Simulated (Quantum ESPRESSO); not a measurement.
# GeBi3H (Pm-3m) in Quantum ESPRESSO: reference runs

How does GeBi3H come out in PBE? The cell is run as given.

All numbers are computed with Quantum ESPRESSO 7.5; they aren't measurements. Logs are shortened: lines on timing, memory, paths and dates and some standing lists are left out, and cuts for length are marked.

### 1 Starting point

It takes space group Pm-3m (No. 221, cubic). Conventional cell: a = 5.089 Å, b = 5.089 Å, c = 5.089 Å, α = 90.00°, β = 90.00°, γ = 90.00°. Ge (site symmetry m-3m) has 6 Bi at 2.54 Å as nearest neighbours. Around Bi (site symmetry 4/mmm) lie 2 Ge at 2.54 Å. H (site symmetry m-3m) has 12 Bi at 3.60 Å as nearest neighbours.

The cell was built by a generator and needn't be a form met in nature.

### 2 Single point, PBE

Input file pw.in:

```
&CONTROL
  calculation = 'scf'
  prefix = 'pwscf'
  outdir = './tmp'
  pseudo_dir = './pseudo'
  tprnfor = .true.
  tstress = .true.
  disk_io = 'nowf'
/
&SYSTEM
  ibrav = 0
  nat = 5
  ntyp = 3
  ecutwfc = 60
  ecutrho = 480
  nbnd = 40
  occupations = 'smearing'
  smearing = 'fd'
  degauss = 0.00367493
/
&ELECTRONS
  conv_thr = 1d-09
  electron_maxstep = 120
  mixing_beta = 0.5
/
ATOMIC_SPECIES
Ge    72.6300 ge_pbe_v1.4.uspp.F.UPF
Bi   208.9804 Bi_pbe_v1.uspp.F.UPF
H      1.0080 H.pbe-rrkjus_psl.1.0.0.UPF
CELL_PARAMETERS angstrom
   5.0887837200    0.0000000000    0.0000000000
   0.0000000000    5.0887837200    0.0000000000
   0.0000000000    0.0000000000    5.0887837200
ATOMIC_POSITIONS crystal
Ge     0.0000000000    0.0000000000    0.0000000000
Bi     0.5000000000    0.0000000000    0.0000000000
Bi     0.0000000000    0.5000000000    0.0000000000
Bi     0.0000000000    0.0000000000    0.5000000000
H      0.5000000000    0.5000000000    0.5000000000
K_POINTS automatic
5 5 5 0 0 0
```

Potentials or basis: SSSP 1.3 efficiency PBE.

The run is started by

```
> OMP_NUM_THREADS=1 pw.x -in pw.in > pw.out
```

pw.out:

```text
This program is part of the open-source Quantum ESPRESSO suite
     for quantum simulation of materials; please cite
[... 9 lines left out ...]
     --------------------
     sticks:   dense  smooth     PW     G-vecs:    dense   smooth      PW
     Sum        3529    1765    497               157923    55803    8289

     Using Slab Decomposition

     bravais-lattice index     =            0
     lattice parameter (alat)  =       9.6164  a.u.
     unit-cell volume          =     889.2801 (a.u.)^3
     number of atoms/cell      =            5
     number of atomic types    =            3
     number of electrons       =        60.00
     number of Kohn-Sham states=           40
     kinetic-energy cutoff     =      60.0000  Ry
     charge density cutoff     =     480.0000  Ry
     scf convergence threshold =      1.0E-09
     mixing beta               =       0.5000
     number of iterations used =            8  plain     mixing
     Exchange-correlation= PBE
                           (   1   4   3   4   0   0   0)

     celldm(1)=   9.616408  celldm(2)=   0.000000  celldm(3)=   0.000000
     celldm(4)=   0.000000  celldm(5)=   0.000000  celldm(6)=   0.000000

     crystal axes: (cart. coord. in units of alat)
               a(1) = (   1.000000   0.000000   0.000000 )
               a(2) = (   0.000000   1.000000   0.000000 )
               a(3) = (   0.000000   0.000000   1.000000 )

     reciprocal axes: (cart. coord. in units 2 pi/alat)
               b(1) = (  1.000000  0.000000  0.000000 )
               b(2) = (  0.000000  1.000000  0.000000 )
               b(3) = (  0.000000  0.000000  1.000000 )

     PseudoPot. # 1 for Ge read from file:
     ge_pbe_v1.4.uspp.F.UPF
     Pseudo is Ultrasoft + core correction, Zval = 14.0
     Generated by new atomic code, or converted to UPF format
     Using radial grid of  873 points,  6 beta functions with:
                l(1) =   0
                l(2) =   0
                l(3) =   1
                l(4) =   1
                l(5) =   2
                l(6) =   2
     Q(r) pseudized with  8 coefficients,  rinner =    1.400   1.400   1.400
                                                       1.400   1.400

     PseudoPot. # 2 for Bi read from file:
     Bi_pbe_v1.uspp.F.UPF
     Pseudo is Ultrasoft + core correction, Zval = 15.0
     Generated by new atomic code, or converted to UPF format
     Using radial grid of  899 points,  6 beta functions with:
                l(1) =   0
                l(2) =   0
                l(3) =   1
                l(4) =   1
                l(5) =   2
                l(6) =   2
     Q(r) pseudized with  6 coefficients,  rinner =    1.000   1.000   1.000
                                                       1.000   1.000

     PseudoPot. # 3 for H  read from file:
     H.pbe-rrkjus_psl.1.0.0.UPF
     Pseudo is Ultrasoft, Zval =  1.0
     Generated using "atomic" code by A. Dal Corso  v.5.1
     Using radial grid of  929 points,  2 beta functions with:
                l(1) =   0
                l(2) =   0
     Q(r) pseudized with 0 coefficients

     atomic species   valence    mass     pseudopotential
     Ge               14.00    72.63000     Ge( 1.00)
     Bi               15.00   208.98040     Bi( 1.00)
     H                 1.00     1.00800     H ( 1.00)

     48 Sym. Ops., with inversion, found

   Cartesian axes

     site n.     atom                  positions (alat units)
         1        Ge     tau(   1) = (   0.0000000   0.0000000   0.0000000  )
         2        Bi     tau(   2) = (   0.5000000   0.0000000   0.0000000  )
         3        Bi     tau(   3) = (   0.0000000   0.5000000   0.0000000  )
         4        Bi     tau(   4) = (   0.0000000   0.0000000   0.5000000  )
         5        H      tau(   5) = (   0.5000000   0.5000000   0.5000000  )

     number of k points=    10  Fermi-Dirac smearing, width (Ry)=  0.0037
                       cart. coord. in units 2pi/alat
        k(    1) = (   0.0000000   0.0000000   0.0000000), wk =   0.0160000
        k(    2) = (   0.0000000   0.0000000   0.2000000), wk =   0.0960000
        k(    3) = (   0.0000000   0.0000000   0.4000000), wk =   0.0960000
        k(    4) = (   0.0000000   0.2000000   0.2000000), wk =   0.1920000
        k(    5) = (   0.0000000   0.2000000   0.4000000), wk =   0.3840000
        k(    6) = (   0.0000000   0.4000000   0.4000000), wk =   0.1920000
        k(    7) = (   0.2000000   0.2000000   0.2000000), wk =   0.1280000
        k(    8) = (   0.2000000   0.2000000   0.4000000), wk =   0.3840000
        k(    9) = (   0.2000000   0.4000000   0.4000000), wk =   0.3840000
        k(   10) = (   0.4000000   0.4000000   0.4000000), wk =   0.1280000

     Dense  grid:   157923 G-vectors     FFT dimensions: (  72,  72,  72)

     Smooth grid:    55803 G-vectors     FFT dimensions: (  48,  48,  48)

     Check: negative core charge=   -0.000001

     Initial potential from superposition of free atoms

     starting charge      56.9990, renormalised to      60.0000

     negative rho (up, down):  1.293E-01 0.000E+00
     Starting wfcs are   37 randomized atomic wfcs +    3 random wfcs

     Self-consistent Calculation

     iteration #  1     ecut=    60.00 Ry     beta= 0.50
     Davidson diagonalization with overlap
     ethr =  1.00E-02,  avg # of iterations =  8.9

     negative rho (up, down):  1.238E-01 0.000E+00

     total energy              =    -769.17329680 Ry
     estimated scf accuracy    <       3.34568527 Ry

     iteration #  2     ecut=    60.00 Ry     beta= 0.50
     Davidson diagonalization with overlap
     ethr =  5.58E-03,  avg # of iterations =  2.6
[... 87 lines left out ...]
     iteration # 12     ecut=    60.00 Ry     beta= 0.50
     Davidson diagonalization with overlap
     ethr =  1.01E-11,  avg # of iterations =  2.0

     negative rho (up, down):  1.289E-01 0.000E+00

     End of self-consistent calculation

          k = 0.0000 0.0000 0.0000 (  6979 PWs)   bands (ev):

   -16.1895 -16.1895 -16.0232 -16.0232 -16.0232 -14.2411 -13.9811 -13.9811
   -13.9811 -13.8957 -13.8957 -13.8534 -13.8534 -13.8534 -13.8516 -13.8516
   -13.8284 -13.8284 -13.8284 -13.8051  -5.1984  -0.8068  -0.8068   3.2589
     3.2589   3.2589   4.3683   8.6116   9.8038   9.8038   9.8038   9.9939
     9.9939   9.9939  14.2442  14.2442  14.2442  14.7978  14.7978  16.9350

          k = 0.0000 0.0000 0.2000 (  6976 PWs)   bands (ev):
[... 65 lines left out ...]
   -16.0779 -16.0779 -16.0002 -16.0001 -16.0001 -14.1002 -14.0658 -14.0658
   -13.9410 -13.9410 -13.9321 -13.9301 -13.9166 -13.9166 -13.8891 -13.8414
   -13.8414 -13.8286 -13.8286 -13.8193  -3.3130  -2.2009  -2.2009  -1.2256
     5.7396   5.9015   5.9015   8.3100   8.8989   8.8989  10.4842  12.0831
    12.0831  12.2459  13.2317  13.2317  14.2108  15.4166  16.6224  16.6224

     the Fermi energy is     9.1887 ev

!    total energy              =    -770.13796386 Ry
     estimated scf accuracy    <          1.3E-11 Ry
     smearing contrib. (-TS)   =      -0.00193265 Ry
     internal energy E=F+TS    =    -770.13603121 Ry

     The total energy is F=E-TS. E is the sum of the following terms:
     one-electron contribution =    -394.40033229 Ry
     hartree contribution      =     236.80578238 Ry
     xc contribution           =    -253.12625216 Ry
     ewald contribution        =    -359.41522915 Ry

     convergence has been achieved in  12 iterations

     negative rho (up, down):  1.289E-01 0.000E+00

     Forces acting on atoms (cartesian axes, Ry/au):

     atom    1 type  1   force =     0.00000000    0.00000000    0.00000000
     atom    2 type  2   force =     0.00000000    0.00000000    0.00000000
     atom    3 type  2   force =     0.00000000    0.00000000    0.00000000
     atom    4 type  2   force =     0.00000000    0.00000000    0.00000000
     atom    5 type  3   force =     0.00000000    0.00000000    0.00000000

     Total force =     0.000000     Total SCF correction =     0.000000

     Computing stress (Cartesian axis) and pressure

     negative rho (up, down):  1.289E-01 0.000E+00
          total   stress  (Ry/bohr**3)                   (kbar)     P=      155.08
   0.00105418   0.00000000   0.00000000          155.08        0.00        0.00
   0.00000000   0.00105418   0.00000000            0.00      155.08        0.00
   0.00000000   0.00000000   0.00105418            0.00        0.00      155.08

=------------------------------------------------------------------------------=
   JOB DONE.
=------------------------------------------------------------------------------=
```

It took 58 s on 1 thread of Intel Xeon Platinum 8488C (Sapphire Rapids), shared host; peak memory 0.64 GiB.

What came out:

```yaml
Free_energy: -10478.2608 eV
Pressure: 15.5 GPa
Band_gap_on_the_k_mesh: none (metal or under the smearing width)
```

Caveat: so large a pressure means that the cell lies far from this level's equilibrium, or that cutoff or potentials fall short; spin-orbit coupling is left out, which moves the levels of the heavy elements.
